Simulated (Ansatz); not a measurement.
**AlB2Cl2H3S: two geometries relaxed**

Are the two ends of the shift of H7 from S1 to B2 separate minima, and which lies lower? Each is relaxed from a guess. SMILES of the start: SB(Cl)[BH][AlH][Cl].

Method: RHF/STO-3G, in Ansatz 0.2.0.

## Step 1: The structure to begin with

Bond lengths: S1–B2 1.913 Å, B2–Cl3 1.830 Å, B2–B4 1.629 Å, B4–Al5 2.109 Å, Al5–Cl6 2.226 Å, S1–H7 1.397 Å, B4–H8 1.183 Å, Al5–H9 1.636 Å. Angles: S1–B2–Cl3 118.2°, S1–B2–B4 124.5°, Cl3–B2–B4 117.3°, B2–S1–H7 90.3°, B2–B4–Al5 121.2°, B2–B4–H8 122.0°, Al5–B4–H8 116.5°, B4–Al5–Cl6 120.6°, B4–Al5–H9 120.5°, Cl6–Al5–H9 118.8°.

As a file:

```xyz
9

S     1.0397   -1.7909    1.1952
B     1.1830   -0.7374   -0.3950
Cl    2.4474   -1.2063   -1.6320
B     0.2836    0.5837   -0.7097
Al   -1.2834    1.1706    0.5744
Cl   -2.5405    2.9424    0.0891
H     0.0841   -2.6029    0.5792
H     0.4025    1.1990   -1.7129
H    -1.5278    0.3955    1.9945
```

## Step 2: End point A

File input.yaml:

```yaml
crystal:
  periodic: [false, false, false]
  atoms:
    - { symbol: S, position_ang: [1.0397, -1.7909, 1.1952] }
    - { symbol: B, position_ang: [1.183, -0.7374, -0.395] }
    - { symbol: Cl, position_ang: [2.4474, -1.2063, -1.632] }
    - { symbol: B, position_ang: [0.2836, 0.5837, -0.7097] }
    - { symbol: Al, position_ang: [-1.2834, 1.1706, 0.5744] }
    - { symbol: Cl, position_ang: [-2.5405, 2.9424, 0.0891] }
    - { symbol: H, position_ang: [0.0841, -2.6029, 0.5792] }
    - { symbol: H, position_ang: [0.4025, 1.199, -1.7129] }
    - { symbol: H, position_ang: [-1.5278, 0.3955, 1.9945] }
basis:
  gaussian: { orbitals: STO-3G }
hamiltonian:
  xc: hf
relax:
  f_tol: 0.02
  max_steps: 50
```

The run is started by

```bash
$ ansatz run input.yaml --threads 1 --pin off --max-ram 2048MiB --backend cpu --events-out ev --progress --plain --runs-dir out
```

The program printed, cut to the lines that bear on the results:

```text
Warning: RAYON_NUM_THREADS=1 ignored (pool sized by the plan → 1); use --threads N
[...]
Functional definition: HF
[...]
625 factors; integrals over basis functions are off by at most 2.7e-5 eV
[...]
mean field -43318.12683071 eV, -1591.9117989478 hartree, gradient 2.9e-5 eV, S^2 0.000000; 0 other end points of the search recorded, 0 dependent functions left out
[...]
reference -43318.12683071 eV, -1591.9117989478 hartree; 38, 38 occupied and 11, 11 virtual orbitals, 625 factors
relax step   1: F+E_penalty+E_count = -43318.12683071 eV  Δ(F+E_penalty+E_count) = +0.000e0 eV  max|allowed force component| = 2.927e0 eV/Å  Δτ_max = 0.0000 Å  (32 SCF iters, accepted)
[...]
relax step   4: F+E_penalty+E_count = -43319.14520835 eV  Δ(F+E_penalty+E_count) = -1.506e-1 eV  max|allowed force component| = 1.182e0 eV/Å  Δτ_max = 0.1944 Å  (28 SCF iters, accepted)
[...]
relax step   7: F+E_penalty+E_count = -43319.70892230 eV  Δ(F+E_penalty+E_count) = -2.033e-1 eV  max|allowed force component| = 2.742e0 eV/Å  Δτ_max = 0.1972 Å  (28 SCF iters, accepted)
[...]
relax step  10: F+E_penalty+E_count = -43320.09317576 eV  Δ(F+E_penalty+E_count) = -8.559e-2 eV  max|allowed force component| = 6.769e-1 eV/Å  Δτ_max = 0.2000 Å  (29 SCF iters, accepted)
[...]
relax step  13: F+E_penalty+E_count = -43320.28562993 eV  Δ(F+E_penalty+E_count) = -6.943e-2 eV  max|allowed force component| = 2.764e-1 eV/Å  Δτ_max = 0.2000 Å  (28 SCF iters, accepted)
[...]
relax step  14: F+E_penalty+E_count = -43320.33635629 eV  Δ(F+E_penalty+E_count) = -5.073e-2 eV  max|allowed force component| = 2.516e-1 eV/Å  Δτ_max = 0.1954 Å  (29 SCF iters, accepted)
[...]
relax step  15: F+E_penalty+E_count = -43320.34744054 eV  Δ(F+E_penalty+E_count) = -1.108e-2 eV  max|allowed force component| = 9.304e-1 eV/Å  Δτ_max = 0.1960 Å  (29 SCF iters, accepted)
[...]
626 factors; integrals over basis functions are off by at most 4.6e-5 eV
[...]
mean field -43320.37988066 eV, -1591.9945970062 hartree, gradient 7.1e-5 eV, S^2 0.000000; 0 other end points of the search recorded, 0 dependent functions left out
[...]
```

## Step 3: The output, continued: end point A relaxed

The log, continued, cut to the lines that bear on the results:

```text
reference -43320.37988066 eV, -1591.9945970062 hartree; 38, 38 occupied and 11, 11 virtual orbitals, 626 factors
relax step  16: F+E_penalty+E_count = -43320.37988066 eV  Δ(F+E_penalty+E_count) = -3.244e-2 eV  max|allowed force component| = 6.026e-1 eV/Å  Δτ_max = 0.1827 Å  (27 SCF iters, accepted)
[...]
relax step  19: F+E_penalty+E_count = -43320.42493781 eV  Δ(F+E_penalty+E_count) = -7.823e-3 eV  max|allowed force component| = 1.298e-1 eV/Å  Δτ_max = 0.0817 Å  (21 SCF iters, accepted)
[...]
relax step  22: F+E_penalty+E_count = -43320.44217485 eV  Δ(F+E_penalty+E_count) = -4.251e-3 eV  max|allowed force component| = 8.702e-2 eV/Å  Δτ_max = 0.1011 Å  (21 SCF iters, accepted)
[...]
relax step  25: F+E_penalty+E_count = -43320.44452285 eV  Δ(F+E_penalty+E_count) = -1.770e-3 eV  max|allowed force component| = 6.590e-2 eV/Å  Δτ_max = 0.0607 Å  (22 SCF iters, accepted)
[...]
Total energy: -43320.44486185 eV, -1591.9969850206 hartree
Atom 0 at     1.405931    -2.304791     0.307064 Å, force     0.003753    -0.009585     0.001390 eV/Å
Atom 1 at     1.174340    -0.706326    -0.388388 Å, force    -0.009711     0.010478     0.000501 eV/Å
Atom 2 at     2.657448     0.226849    -0.813382 Å, force     0.003466    -0.003345    -0.001000 eV/Å
Atom 3 at    -0.271275     0.042952    -0.662383 Å, force     0.010966    -0.008014    -0.015428 eV/Å
Atom 4 at    -1.192989     1.278686     0.636149 Å, force    -0.011300     0.007518     0.007335 eV/Å
Atom 5 at    -0.963285     3.329210     0.357578 Å, force     0.001817     0.002781     0.000855 eV/Å
Atom 6 at     0.117557    -2.610570     0.446806 Å, force     0.002753     0.001421     0.000952 eV/Å
Atom 7 at    -0.798681    -0.184190    -1.673749 Å, force    -0.000249    -0.000503     0.002928 eV/Å
Atom 8 at    -2.040447     0.881879     1.773105 Å, force    -0.001496    -0.000750     0.002466 eV/Å
Dipole moment:    -0.614911    -0.886971     0.199158 e Å
```

It took 36 s on 1 thread of Arm Neoverse V2, shared host; peak memory 0.13 GiB.

The steps of the relaxation:

```csv
step,energy from step 1 (eV),largest force component (eV/Å)
1,0.0000,2.9273
2,-0.8187,1.6781
3,-0.8678,0.9451
4,-1.0184,1.1821
5,-1.1744,1.8243
6,-1.3788,2.5406
7,-1.5821,2.7419
8,-1.7616,1.5937
9,-1.8808,0.6759
10,-1.9663,0.6769
11,-2.0237,0.6720
12,-2.0894,0.3900
13,-2.1588,0.2764
14,-2.2095,0.2516
15,-2.2206,0.9304
16,-2.2530,0.6026
17,-2.2716,0.5213
18,-2.2903,0.2891
19,-2.2981,0.1298
20,-2.3058,0.3400
21,-2.3111,0.1589
22,-2.3153,0.0870
23x,-2.3143,0.2206
24,-2.3159,0.0569
25,-2.3177,0.0659
26,-2.3179,0.0364
27,-2.3180,0.0154
```

Step 1 is the start. 1 step was tried and not accepted (marked x).

After: Bond lengths: S1–B2 1.759 Å, B2–Cl3 1.803 Å, B2–B4 1.651 Å, B4–Al5 2.016 Å, Al5–Cl6 2.082 Å, S1–H7 1.332 Å, B4–H8 1.163 Å, Al5–H9 1.473 Å. Angles: S1–B2–Cl3 117.1°, S1–B2–B4 126.4°, Cl3–B2–B4 116.5°, B2–S1–H7 97.1°, B2–B4–Al5 124.9°, B2–B4–H8 116.9°, Al5–B4–H8 118.2°, B4–Al5–Cl6 117.8°, B4–Al5–H9 126.5°, Cl6–Al5–H9 115.6°.

## Step 4: End point B

The second end starts from a geometry with the move made by hand.

input.yaml: that of step 2 with these lines changed.

```diff
@@ -9,3 +9,3 @@
     - { symbol: Cl, position_ang: [-2.5405, 2.9424, 0.0891] }
-    - { symbol: H, position_ang: [0.0841, -2.6029, 0.5792] }
+    - { symbol: H, position_ang: [0.25737, -1.1174, 0.21139] }
     - { symbol: H, position_ang: [0.4025, 1.199, -1.7129] }
```

The run is started by

```bash
$ ansatz run input.yaml --threads 1 --pin off --max-ram 2048MiB --backend cpu --events-out ev --progress --plain --runs-dir out
```

The program printed, cut to the lines that bear on the results:

```text
Warning: RAYON_NUM_THREADS=1 ignored (pool sized by the plan → 1); use --threads N
[...]
Functional definition: HF
[...]
631 factors; integrals over basis functions are off by at most 2.2e-5 eV
[...]
mean field -43315.09662561 eV, -1591.8004409642 hartree, gradient 3.1e-5 eV, S^2 0.000000; 0 other end points of the search recorded, 0 dependent functions left out
[...]
reference -43315.09662561 eV, -1591.8004409642 hartree; 38, 38 occupied and 11, 11 virtual orbitals, 631 factors
relax step   1: F+E_penalty+E_count = -43315.09662561 eV  Δ(F+E_penalty+E_count) = +0.000e0 eV  max|allowed force component| = 5.712e0 eV/Å  Δτ_max = 0.0000 Å  (34 SCF iters, accepted)
[...]
relax step   8: F+E_penalty+E_count = -43319.52564422 eV  Δ(F+E_penalty+E_count) = -2.713e-1 eV  max|allowed force component| = 1.260e0 eV/Å  Δτ_max = 0.1963 Å  (29 SCF iters, accepted)
[...]
Total energy: -43320.44492379 eV, -1591.9969872971 hartree
Atom 0 at     1.395834    -2.159089     0.232455 Å, force    -0.010391     0.004557    -0.001731 eV/Å
Atom 1 at     1.188170    -0.546728    -0.439629 Å, force    -0.006843    -0.010652     0.007981 eV/Å
Atom 2 at     2.685985     0.369439    -0.848231 Å, force     0.007161     0.005001    -0.003181 eV/Å
Atom 3 at    -0.246267     0.226180    -0.706599 Å, force    -0.003605    -0.001852    -0.004840 eV/Å
Atom 4 at    -1.165861     1.443888     0.611531 Å, force     0.003527    -0.002732     0.001737 eV/Å
Atom 5 at    -0.890247     3.496598     0.399157 Å, force     0.000407     0.003483    -0.001938 eV/Å
Atom 6 at     0.102831    -2.447216     0.368723 Å, force     0.009785     0.001315    -0.001851 eV/Å
Atom 7 at    -0.769739     0.025195    -1.725616 Å, force     0.002203     0.001813     0.003031 eV/Å
Atom 8 at    -2.038836     1.030932     1.723199 Å, force    -0.002243    -0.000932     0.000792 eV/Å
Dipole moment:    -0.633493    -0.879131     0.172869 e Å
```

Run time: 40 s. Hardware: 1 thread of Arm Neoverse V2, shared host; peak memory 0.13 GiB.

The steps of the relaxation, one in 2:

```csv
step,energy from step 1 (eV),largest force component (eV/Å)
1,0.0000,5.7121
3,-2.7178,1.8409
5,-3.6440,1.4010
7,-4.1577,0.9661
9,-4.6296,2.0243
11,-4.8966,0.4799
13,-5.0304,1.0996
15,-5.1768,0.5265
17,-5.2518,0.5428
19,-5.2843,0.4239
21,-5.3134,0.4542
23,-5.3345,0.3914
25,-5.3449,0.1712
27,-5.3477,0.0448
29,-5.3482,0.0328
31,-5.3483,0.0107
```

Step 1 is the start.

After: Bond lengths: S1–B2 1.759 Å, B2–Cl3 1.803 Å, B2–B4 1.651 Å, B4–Al5 2.016 Å, Al5–Cl6 2.082 Å, S1–H7 1.332 Å, B4–H8 1.163 Å, Al5–H9 1.473 Å. Angles: S1–B2–Cl3 117.0°, S1–B2–B4 126.4°, Cl3–B2–B4 116.6°, B2–S1–H7 97.1°, B2–B4–Al5 125.0°, B2–B4–H8 116.9°, Al5–B4–H8 118.2°, B4–Al5–Cl6 117.9°, B4–Al5–H9 126.5°, Cl6–Al5–H9 115.6°.

Pairs that crossed the distance rule for bonds on the way: moved apart B2–H7.

## Step 5: Outcome

| quantity | value |
| --- | --- |
| end A | 25 moves, 2.318 eV lower |
| end B | 30 moves, 5.348 eV lower |
| largest difference between the ends | 0.02 Å |
| end B relative to end A | -0.000 eV |

Both starts fell into the same minimum (no atom differs by more than 0.02 Å), so from this start no second minimum was found and no band was run; another arrangement could still be one. The basis is very small, so the numbers are rough.
